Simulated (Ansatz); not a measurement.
Here is an Ansatz 0.2.0 calculation.

Contents of input.yaml:

```yaml
crystal:
  lattice:
    - [5.7607, 0.0, 0.0]
    - [-0.52247, 5.8472, 0.0]
    - [-1.48845, -0.88663, 6.65037]
  atoms:
    - { symbol: Hf, position: [0.7454, 0.39602, 0.34989] }
    - { symbol: Hf, position: [0.28763, 0.45322, 0.59401] }
    - { symbol: Pd, position: [0.90854, 0.13294, 0.84849] }
    - { symbol: Pd, position: [0.25249, 0.90323, 0.35874] }
    - { symbol: Se, position: [0.63469, 0.40355, 0.93716] }
    - { symbol: Se, position: [0.62597, 0.78174, 0.53023] }
    - { symbol: Br, position: [0.85273, 0.99089, 0.15355] }
    - { symbol: Br, position: [0.22526, 0.82084, 0.86223] }
    - { symbol: O, position: [0.9604, 0.28925, 0.59026] }
    - { symbol: O, position: [0.43233, 0.24524, 0.40864] }
    - { symbol: O, position: [0.07457, 0.58308, 0.36682] }
hamiltonian:
  xc: r2scan
  pseudopotentials: { kind: paw_fr }
magnetization:
  noncollinear: true
  spin_orbit: true
kpoints:
  mp_grid: { grid: [4, 4, 3] }
  band_path:
    path:
      - [[0.5, 0.0, 0.0], [0.0, 0.0, 0.0], [0.0, -0.5, 0.0]]
      - [[0.5, -0.5, 0.0], [0.0, 0.0, 0.0], [0.0, 0.5, -0.5]]
      - [[0.5, 0.5, -0.5], [0.0, 0.0, 0.0], [0.0, 0.0, -0.5]]
      - [[0.5, 0.0, -0.5], [0.0, 0.0, 0.0]]
    npoints: 10
scf:
  occupations: { method: fermi_dirac, width: 0.05 }
  n_extra_bands: 27
output:
  forces: true
  stress: true
  eigenvalues: true
  fatbands: true
```

Potentials or basis: Ansatz PAW.

Run with:

```sh
$ ansatz run input.yaml --threads 8 --pin off --max-ram 20480MiB --backend cpu --events-out ev --progress --plain --runs-dir out
```

Q: What does it give for the band gap on the k mesh?

A: 0.36 eV, indirect (least direct gap 0.49 eV).

Q: Estimate the pressure.

A: -2.4 GPa.

Q: Predict the largest force.

A: 0.253 eV/Å.

Q: What does it give for the band gap along the path?

A: 0.38 eV, indirect (least direct gap 0.49 eV).

Forces on the atoms (eV/Å):
```
Hf   0.081 -0.052  0.150
Hf  -0.104 -0.021 -0.230
Pd  -0.089  0.098  0.058
Pd   0.033 -0.039  0.042
Se   0.045 -0.065 -0.063
Se  -0.139 -0.146 -0.142
Br   0.048  0.100  0.039
Br  -0.025 -0.026 -0.072
O    0.127  0.163 -0.100
O   -0.014  0.117  0.117
O    0.036 -0.130  0.199
```

Caveat: the PAW data sets come from PBE, with cores solved anew for the run's functional, which leaves a small shift of forces and pressure. r2SCAN opens gaps a little over a GGA but as a rule still falls short of measured ones.
